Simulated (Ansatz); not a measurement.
# InCl2(NH2) (Cl2H2InN): Born-Oppenheimer dynamics

What does InCl2(NH2) (Cl2H2InN) do in its first 30 fs with a Nosé-Hoover thermostat, with the temperature set to 500 K?

Method: PBE/def2-SVP with D3(BJ) with three-body dispersion; program: Ansatz 0.2.0, Gaussian basis.

5 further runs of the same task are left out: 5 set aside as unsound or not needed. Runs told in other sessions of the task aren't counted.

## (1) The geometry

The geometry comes from an earlier relaxation with PBE0-D4/def2-SVP; it is a stationary point. In takes the def2 core potential; no spin-orbit term is included.

6 atoms, charge 0, spin multiplicity 1.

Atoms are counted from 1 here; the program's logs count them from 0.

Bond lengths: In1–Cl2 2.334 Å, In1–Cl3 2.334 Å, In1–N4 2.013 Å, N4–H5 1.017 Å, N4–H6 1.017 Å. Angles: Cl2–In1–Cl3 116.4°, Cl2–In1–N4 121.6°, Cl3–In1–N4 121.6°, In1–N4–H5 115.6°, In1–N4–H6 115.6°, H5–N4–H6 109.5°.

## (2) The run

in.yaml reads:

```yaml
crystal:
  periodic: [false, false, false]
  atoms:
    - {symbol: In, position_ang: [0.303434, 0.684264, 0.052747]}
    - {symbol: Cl, position_ang: [2.606735, 0.996253, 0.268553]}
    - {symbol: Cl, position_ang: [-1.001477, 2.617747, -0.036915]}
    - {symbol: N, position_ang: [-0.528233, -1.146638, 0.149752]}
    - {symbol: H, position_ang: [-1.445371, -1.236240, -0.280890]}
    - {symbol: H, position_ang: [0.064921, -1.915386, -0.153237]}
basis:
  gaussian: {orbitals: def2-SVP}
hamiltonian: {xc: {name: PBE}, dispersion: d3bjatm}
md: {timestep: 2 fs, n_steps: 15, ensemble: nvt_nose_hoover, temperature: 500, initial_velocities: maxwell_boltzmann, seed: 774}
scf: {omitted_lower_state_checks: [starts]}
```

Run with:

```bash
ansatz run in.yaml --threads 4 --pin off --events-out ev --progress --plain --max-ram 3916MiB
```

The program printed:

```text
Functional definition: PBE
  name "PBE"
  cite "Perdew, Burke & Ernzerhof, Phys. Rev. Lett. 77, 3865 (1996) doi:10.1103/PhysRevLett.77.3865"
  parent pbe
  parameter kappa = 0.804
  parameter beta = 0.06672455060314922
  exchange = pbe_x(kappa = kappa, mu = beta*pi^2/3)
  correlation = pbe_c(beta = beta)
these checks for a lower state are left out or cut short: starts
994 factors; their error is unknown
mean field evaluation 1: about -31713.3984 eV, gradient 6.7e1 eV
mean field evaluation 2: about -31641.5055 eV, gradient 1.4e2 eV
mean field evaluation 4: about -31722.4550 eV, gradient 1.8e1 eV
mean field evaluation 8: about -31723.4420 eV, gradient 2.3e-1 eV
mean field evaluation 16: about -31723.4001 eV, gradient 5.2e-4 eV
mean field -31723.40006059 eV, -1165.8134493337 hartree, gradient 3.5e-5 eV, S^2 0.000000; 0 other end points of the search recorded, 0 dependent functions left out
the calculation of the forces begins
reference -31723.40010556 eV, -1165.8134509863 hartree; 32, 32 occupied and 54, 54 virtual orbitals, 994 factors
md step     0: t =     0.00 fs  T =   500.0 K  F+E_penalty+E_count = -31723.53119926 eV  E_kin = 0.258520 eV  conserved = -31723.27267926 eV  (26 SCF iters)
these checks for a lower state are left out or cut short: starts, cluster_reference, orbital_swaps, neighbouring_geometries, increment
994 factors; their error is unknown
mean field -31723.36818899 eV, -1165.8122780742 hartree, gradient 5.5e-6 eV, S^2 0.000000; 0 other end points of the search recorded, 0 dependent functions left out
the calculation of the forces begins
reference -31723.36823377 eV, -1165.8122797197 hartree; 32, 32 occupied and 54, 54 virtual orbitals, 994 factors
md step     1: t =     2.00 fs  T =   443.5 K  F+E_penalty+E_count = -31723.49951686 eV  E_kin = 0.229307 eV  conserved = -31723.27021275 eV  (27 SCF iters, 3 dispersion substeps)
these checks for a lower state are left out or cut short: starts, cluster_reference, orbital_swaps, neighbouring_geometries, increment
994 factors; their error is unknown
mean field evaluation 32: about -31723.3119 eV, gradient 6.9e-6 eV
mean field -31723.31191255 eV, -1165.8102099532 hartree, gradient 7.0e-6 eV, S^2 0.000000; 0 other end points of the search recorded, 0 dependent functions left out
the calculation of the forces begins
reference -31723.31195729 eV, -1165.8102115972 hartree; 32, 32 occupied and 54, 54 virtual orbitals, 994 factors
md step     2: t =     4.00 fs  T =   339.3 K  F+E_penalty+E_count = -31723.44327991 eV  E_kin = 0.175446 eV  conserved = -31723.26785773 eV  (27 SCF iters, 3 dispersion substeps)
these checks for a lower state are left out or cut short: starts, cluster_reference, orbital_swaps, neighbouring_geometries, increment
994 factors; their error is unknown
mean field -31723.27529083 eV, -1165.8088641296 hartree, gradient 2.5e-5 eV, S^2 0.000000; 0 other end points of the search recorded, 0 dependent functions left out
the calculation of the forces begins
reference -31723.27533555 eV, -1165.8088657730 hartree; 32, 32 occupied and 54, 54 virtual orbitals, 994 factors
md step     3: t =     6.00 fs  T =   272.9 K  F+E_penalty+E_count = -31723.40663436 eV  E_kin = 0.141088 eV  conserved = -31723.26562632 eV  (26 SCF iters, 3 dispersion substeps)
these checks for a lower state are left out or cut short: starts, cluster_reference, orbital_swaps, neighbouring_geometries, increment
994 factors; their error is unknown
mean field -31723.28513417 eV, -1165.8092258659 hartree, gradient 2.3e-5 eV, S^2 0.000000; 0 other end points of the search recorded, 0 dependent functions left out
the calculation of the forces begins
reference -31723.28517880 eV, -1165.8092275059 hartree; 32, 32 occupied and 54, 54 virtual orbitals, 994 factors
md step     4: t =     8.00 fs  T =   284.2 K  F+E_penalty+E_count = -31723.41639037 eV  E_kin = 0.146929 eV  conserved = -31723.26964372 eV  (27 SCF iters, 3 dispersion substeps)
these checks for a lower state are left out or cut short: starts, cluster_reference, orbital_swaps, neighbouring_geometries, increment
994 factors; their error is unknown
mean field -31723.29299308 eV, -1165.8095146752 hartree, gradient 2.0e-5 eV, S^2 0.000000; 0 other end points of the search recorded, 0 dependent functions left out
the calculation of the forces begins
reference -31723.29303764 eV, -1165.8095163129 hartree; 32, 32 occupied and 54, 54 virtual orbitals, 994 factors
md step     5: t =    10.00 fs  T =   302.7 K  F+E_penalty+E_count = -31723.42397937 eV  E_kin = 0.156519 eV  conserved = -31723.26780345 eV  (26 SCF iters, 3 dispersion substeps)
these checks for a lower state are left out or cut short: starts, cluster_reference, orbital_swaps, neighbouring_geometries, increment
994 factors; their error is unknown
mean field -31723.29433780 eV, -1165.8095640930 hartree, gradient 2.1e-5 eV, S^2 0.000000; 0 other end points of the search recorded, 0 dependent functions left out
the calculation of the forces begins
reference -31723.29438245 eV, -1165.8095657339 hartree; 32, 32 occupied and 54, 54 virtual orbitals, 994 factors
md step     6: t =    12.00 fs  T =   295.2 K  F+E_penalty+E_count = -31723.42486332 eV  E_kin = 0.152652 eV  conserved = -31723.27276637 eV  (26 SCF iters, 3 dispersion substeps)
these checks for a lower state are left out or cut short: starts, cluster_reference, orbital_swaps, neighbouring_geometries, increment
994 factors; their error is unknown
mean field evaluation 64: about -31723.2536 eV, gradient 1.3e-1 eV
mean field -31723.25364800 eV, -1165.8080687704 hartree, gradient 2.2e-5 eV, S^2 0.000000; 0 other end points of the search recorded, 0 dependent functions left out
the calculation of the forces begins
reference -31723.25369275 eV, -1165.8080704149 hartree; 32, 32 occupied and 54, 54 virtual orbitals, 994 factors
md step     7: t =    14.00 fs  T =   229.0 K  F+E_penalty+E_count = -31723.38379452 eV  E_kin = 0.118388 eV  conserved = -31723.26619335 eV  (26 SCF iters, 3 dispersion substeps)
these checks for a lower state are left out or cut short: starts, cluster_reference, orbital_swaps, neighbouring_geometries, increment
994 factors; their error is unknown
mean field -31723.24527176 eV, -1165.8077609493 hartree, gradient 2.2e-5 eV, S^2 0.000000; 0 other end points of the search recorded, 0 dependent functions left out
the calculation of the forces begins
reference -31723.24531650 eV, -1165.8077625934 hartree; 32, 32 occupied and 54, 54 virtual orbitals, 994 factors
md step     8: t =    16.00 fs  T =   206.8 K  F+E_penalty+E_count = -31723.37528585 eV  E_kin = 0.106933 eV  conserved = -31723.26938131 eV  (27 SCF iters, 3 dispersion substeps)
these checks for a lower state are left out or cut short: starts, cluster_reference, orbital_swaps, neighbouring_geometries, increment
994 factors; their error is unknown
mean field -31723.24826196 eV, -1165.8078708369 hartree, gradient 2.2e-5 eV, S^2 0.000000; 0 other end points of the search recorded, 0 dependent functions left out
the calculation of the forces begins
reference -31723.24830669 eV, -1165.8078724808 hartree; 32, 32 occupied and 54, 54 virtual orbitals, 994 factors
md step     9: t =    18.00 fs  T =   225.1 K  F+E_penalty+E_count = -31723.37828838 eV  E_kin = 0.116375 eV  conserved = -31723.26323493 eV  (27 SCF iters, 3 dispersion substeps)
these checks for a lower state are left out or cut short: starts, cluster_reference, orbital_swaps, neighbouring_geometries, increment
994 factors; their error is unknown
mean field -31723.30941082 eV, -1165.8101180162 hartree, gradient 2.3e-5 eV, S^2 0.000000; 0 other end points of the search recorded, 0 dependent functions left out
the calculation of the forces begins
reference -31723.30945568 eV, -1165.8101196647 hartree; 32, 32 occupied and 54, 54 virtual orbitals, 994 factors
md step    10: t =    20.00 fs  T =   324.1 K  F+E_penalty+E_count = -31723.43942570 eV  E_kin = 0.167563 eV  conserved = -31723.27362050 eV  (27 SCF iters, 3 dispersion substeps)
these checks for a lower state are left out or cut short: starts, cluster_reference, orbital_swaps, neighbouring_geometries, increment
994 factors; their error is unknown
mean field evaluation 96: about -31723.3260 eV, gradient 2.6e-5 eV
mean field -31723.32597607 eV, -1165.8107267779 hartree, gradient 2.6e-5 eV, S^2 0.000000; 0 other end points of the search recorded, 0 dependent functions left out
the calculation of the forces begins
reference -31723.32602108 eV, -1165.8107284319 hartree; 32, 32 occupied and 54, 54 virtual orbitals, 994 factors
md step    11: t =    22.00 fs  T =   365.7 K  F+E_penalty+E_count = -31723.45606553 eV  E_kin = 0.189058 eV  conserved = -31723.26936481 eV  (27 SCF iters, 3 dispersion substeps)
these checks for a lower state are left out or cut short: starts, cluster_reference, orbital_swaps, neighbouring_geometries, increment
994 factors; their error is unknown
mean field -31723.33403837 eV, -1165.8110230620 hartree, gradient 6.6e-6 eV, S^2 0.000000; 0 other end points of the search recorded, 0 dependent functions left out
the calculation of the forces begins
reference -31723.33408343 eV, -1165.8110247180 hartree; 32, 32 occupied and 54, 54 virtual orbitals, 994 factors
md step    12: t =    24.00 fs  T =   379.2 K  F+E_penalty+E_count = -31723.46437827 eV  E_kin = 0.196057 eV  conserved = -31723.27137139 eV  (28 SCF iters, 3 dispersion substeps)
these checks for a lower state are left out or cut short: starts, cluster_reference, orbital_swaps, neighbouring_geometries, increment
994 factors; their error is unknown
mean field -31723.31302552 eV, -1165.8102508542 hartree, gradient 6.4e-6 eV, S^2 0.000000; 0 other end points of the search recorded, 0 dependent functions left out
the calculation of the forces begins
reference -31723.31307062 eV, -1165.8102525114 hartree; 32, 32 occupied and 54, 54 virtual orbitals, 994 factors
md step    13: t =    26.00 fs  T =   345.2 K  F+E_penalty+E_count = -31723.44365351 eV  E_kin = 0.178497 eV  conserved = -31723.26892064 eV  (28 SCF iters, 3 dispersion substeps)
these checks for a lower state are left out or cut short: starts, cluster_reference, orbital_swaps, neighbouring_geometries, increment
994 factors; their error is unknown
mean field -31723.29274192 eV, -1165.8095054454 hartree, gradient 6.1e-6 eV, S^2 0.000000; 0 other end points of the search recorded, 0 dependent functions left out
the calculation of the forces begins
reference -31723.29278716 eV, -1165.8095071080 hartree; 32, 32 occupied and 54, 54 virtual orbitals, 994 factors
md step    14: t =    28.00 fs  T =   313.2 K  F+E_penalty+E_count = -31723.42346215 eV  E_kin = 0.161943 eV  conserved = -31723.26597760 eV  (27 SCF iters, 3 dispersion substeps)
these checks for a lower state are left out or cut short: starts, cluster_reference, orbital_swaps, neighbouring_geometries, increment
994 factors; their error is unknown
mean field -31723.30858018 eV, -1165.8100874906 hartree, gradient 8.5e-6 eV, S^2 0.000000; 0 other end points of the search recorded, 0 dependent functions left out
the calculation of the forces begins
reference -31723.30862566 eV, -1165.8100891621 hartree; 32, 32 occupied and 54, 54 virtual orbitals, 994 factors
these checks for a lower state are left out or cut short: starts
994 factors; their error is unknown
mean field -31723.30858018 eV, -1165.8100874906 hartree, gradient 9.1e-6 eV, S^2 0.000000; 0 other end points of the search recorded, 0 dependent functions left out
the calculation of the forces begins
reference -31723.30862566 eV, -1165.8100891621 hartree; 32, 32 occupied and 54, 54 virtual orbitals, 994 factors
md step    15: t =    30.00 fs  T =   339.9 K  F+E_penalty+E_count = -31723.43918167 eV  E_kin = 0.175730 eV  conserved = -31723.26865301 eV  (11 SCF iters, 3 dispersion substeps)
Total energy: -31723.43922716 eV, -1165.8148886785 hartree
Atom 0 at     0.302972     0.647007     0.068445 Å, force    -0.415337     0.308007     0.110067 eV/Å
Atom 1 at     2.598211     1.088732     0.254111 Å, force     0.139485    -0.117237    -0.032630 eV/Å
Atom 2 at    -0.950414     2.651485    -0.044380 Å, force    -0.018447    -0.060381    -0.057299 eV/Å
Atom 3 at    -0.615938    -1.167594    -0.002018 Å, force     0.777783     0.071618    -0.231758 eV/Å
Atom 4 at    -1.626158    -1.207373     0.200958 Å, force     0.487139    -0.202764     0.296786 eV/Å
Atom 5 at     0.021012    -1.848087     0.456200 Å, force    -0.970623     0.000758    -0.085166 eV/Å
Dipole moment:    -0.231436    -0.642523     0.153926 e Å
Checks for a lower state left out: starts
```

Run time: 11 s. Hardware: 4 threads of Arm Neoverse V2, shared host.

## (3) Frames and traces

Step by step, with energies from the first frame:

```tsv
time (fs)	T (K)	potential (meV)	conserved (meV)	N4–H6 (Å)
0.0	500	0.0	0.00	1.017
2.0	443	31.7	2.47	1.009
4.0	339	87.9	4.82	1.034
6.0	273	124.6	7.05	1.043
8.0	284	114.8	3.04	1.017
10.0	303	107.2	4.88	0.999
12.0	295	106.3	-0.09	1.026
14.0	229	147.4	6.49	1.046
16.0	207	155.9	3.30	1.028
18.0	225	152.9	9.44	1.000
20.0	324	91.8	-0.94	1.019
22.0	366	75.1	3.31	1.049
24.0	379	66.8	1.31	1.042
26.0	345	87.5	3.76	1.007
28.0	313	107.7	6.70	1.003
30.0	340	92.0	4.03	1.039
```

Positions (Å) and forces (eV/Å) at 30.0 fs:

```xyz
6

In    0.303    0.647    0.068   -0.415    0.308    0.110
Cl    2.598    1.089    0.254    0.139   -0.117   -0.033
Cl   -0.950    2.651   -0.044   -0.018   -0.060   -0.057
N    -0.616   -1.168   -0.002    0.778    0.072   -0.232
H    -1.626   -1.207    0.201    0.487   -0.203    0.297
H     0.021   -1.848    0.456   -0.971    0.001   -0.085
```

## (4) Results

```
                              quantity                          value
                                length             15 steps of 2.0 fs
     temperature, first and last frame                     500, 340 K
              temperature, second half  mean 312 K, from 207 to 379 K
                swing of the potential                        156 meV
largest change of the conserved energy                       9.44 meV
                        range of N4–H6               0.999 to 1.049 Å
```

In words: From 500 K at the start the temperature swings between 207 and 500 K: with 6 atoms it has no steady value yet; energy flows between kinetic and potential parts, and any thermostat adds or takes heat. The conserved energy moves by 9.44 meV, 6.1 % of the potential's swing. N4–H6 swings most, by 0.05 Å; no bond breaks. A run of 30 fs gives no averages.
